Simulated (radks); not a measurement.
# W³⁺ in [Xe] 4f14 5d1 6p2: an all-electron calculation

Wanted: eigenvalues, radial structure and energy terms of the tungsten ion W3+.

The numbers are computed with radks (a radial shooting solver on a logarithmic mesh, Libxc functionals) version 1 (Dirac Kohn-Sham, PBE, spin-unpolarised, spherical densities, point nucleus; open shells fill j = l - 1/2 first), except any that are marked as measured or tabulated.

### 1 What is computed

| Property | Result |
| --- | --- |
| element | tungsten (Z = 74) |
| charge | +3 |
| electrons | 71 |
| configuration | [Xe] 4f14 5d1 6p2 |

### 2 The calculation

Settings of this run:

```text
Z 74
configuration [Xe] 4f14 5d1 6p2
relativity Dirac
functional pbe,pbe
spin unpolarised
j_filling energy
nucleus point
c 137.035999084
```

**Question.** What will this run give?

As calculated:

| quantity | value |
| --- | --- |
| total energy | -16163.2713 hartree |
| exchange-correlation share of it | 2.00 % |
| −T/E | 1.1270 |
| highest occupied level | 6p1/2, -25.262 eV |
| most extended occupied level | 6p1/2, <r> = 2.85 bohr |
| radius at density 0.001 e/bohr³ | 4.27 bohr |
| maxima of the radial density | 4 |

What this shows: 6 principal shells are occupied and 4 maxima appear in the radial density; where shells overlap, one shows as a shoulder or not at all. Relativity lifts −T/E to 1.127. This is not the tabulated ground configuration, so its levels and sizes aren't those of the ground state, and no measured value stands beside it.
